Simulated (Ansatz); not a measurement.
What does this script print? It uses the Ansatz DFT code, driven from Python.

Script `polymorphs_hfc.py`:
```python
# -*- coding: utf-8 -*-
"""Which structure of HfC is lowest in energy, at the given cells."""

import ansatz as az
import numpy as np
import spglib

PHASES = {
    "P6_3/mmc": (
        [(3.34286605, 0.0, 0.0), (-1.67143303, 2.89500692, 0.0), (0.0, 0.0, 5.202714)],
        [
            ("Hf", (2 / 3, 1 / 3, 0.75)),
            ("Hf", (1 / 3, 2 / 3, 0.25)),
            ("C", (0.0, 0.0, 0.0)),
            ("C", (0.0, 0.0, 0.5)),
        ],
    ),
    "Fm-3m": (
        [(0.0, 2.325, 2.325), (2.325, 0.0, 2.325), (2.325, 2.325, 0.0)],
        [
            ("Hf", (0.5, 0.5, 0.5)),
            ("C", (0.0, 0.0, 0.0)),
        ],
    ),
}


def build(vectors, sites):
    crystal = az.Crystal(lattice=az.Lattice.of(vectors))
    for symbol, position in sites:
        crystal = crystal.atom(symbol, position)
    return crystal


def ground_state(name, crystal):
    calc = (
        crystal.calculation()
        .functional(az.Functional.PBESOL)
        .basis(12 * az.Ha)
        .scf(max_iterations=100, extra_bands=12)
        .kpoints(spacing=0.3)
        .occupations("fermi_dirac", width=0.1)
        .stress()
        .band_table()
    )
    return calc.run()


def space_group(outcome):
    sites = outcome.report["lattice"]["sites"]
    kinds = sorted({site["symbol"] for site in sites})
    cell = (outcome.lattice.cell_ang, [site["position_frac"] for site in sites], [kinds.index(site["symbol"]) for site in sites])
    return spglib.get_spacegroup(cell, symprec=0.01)


def volume_per_atom(outcome):
    return abs(np.linalg.det(outcome.lattice.cell_ang)) / len(outcome.lattice.sites)


def pressure_gpa(outcome):
    return float(np.trace(outcome.report["stress_gpa"]) / 3)

phases = {name: build(*cell) for name, cell in PHASES.items()}

done = {}
for name, crystal in phases.items():
    try:
        done[name] = ground_state(name, crystal)
    except az.NonConvergedError as error:
        print(name, "did not converge:", str(error)[:120])

energy = {name: o.report["energy_sigma0_ev"] / len(o.lattice.sites) for name, o in done.items()}
lowest = min(energy.values())
rows = [(name, len(o.lattice.sites), 1000 * (energy[name] - lowest), space_group(o), volume_per_atom(o), pressure_gpa(o)) for name, o in done.items()]
rows.sort(key=lambda row: row[2])
print("     phase       atoms  dE (meV/atom)  space group  V (A^3/atom)     P (GPa)")
for row in rows:
    print(f"{str(row[0]):>10}  {row[1]:10d}  {row[2]:13.1f}  {str(row[3]):>11}  {row[4]:12.3f}  {row[5]:10.2f}")
print("order:", " < ".join(row[0] for row in rows))
```

`python polymorphs_hfc.py` gives:
```text
DeckWarning: basis.ecutwfc = 326.536634951856 eV is below the records' recommended 420 eV, and the density's cutoff is lower with it unless basis.ecutrho_ratio is high enough to keep the records' density cutoff: compare with a run at a higher cutoff
     phase       atoms  dE (meV/atom)  space group  V (A^3/atom)     P (GPa)
     Fm-3m           2            0.0  Fm-3m (225)        12.568       -6.45
  P6_3/mmc           4          191.8  P6_3/mmc (194)        12.587       -7.22
order: Fm-3m < P6_3/mmc
```
(Warnings from the package without file and line.)

By space group at the end of each run: Fm-3m (+0 meV an atom, 12.6 Å³) and P6_3/mmc (+192 meV an atom, 12.6 Å³).

These settings explore the input space; cutoff and mesh may be short of convergence. The cutoff lies under the one recommended for these potentials. Under the recommended cutoff a pressure can be off by several GPa, even in sign. For the metals among these phases the mesh is modest: differences between phases can be off by up to 40 meV an atom. Pressure is positive in compression. Spin-orbit coupling, which matters for elements this heavy, is left out. The cells come from databases of deposited and of computed structures, and not all need be stable phases. The ranking holds among these structures alone, at zero temperature; the ground state may be another structure. Differences under about 40 meV an atom lie within the error of mesh and functional. Finished in 4.1 s on 1 thread of Arm Neoverse V1, with other jobs on the host, peak memory 0.4 GiB.
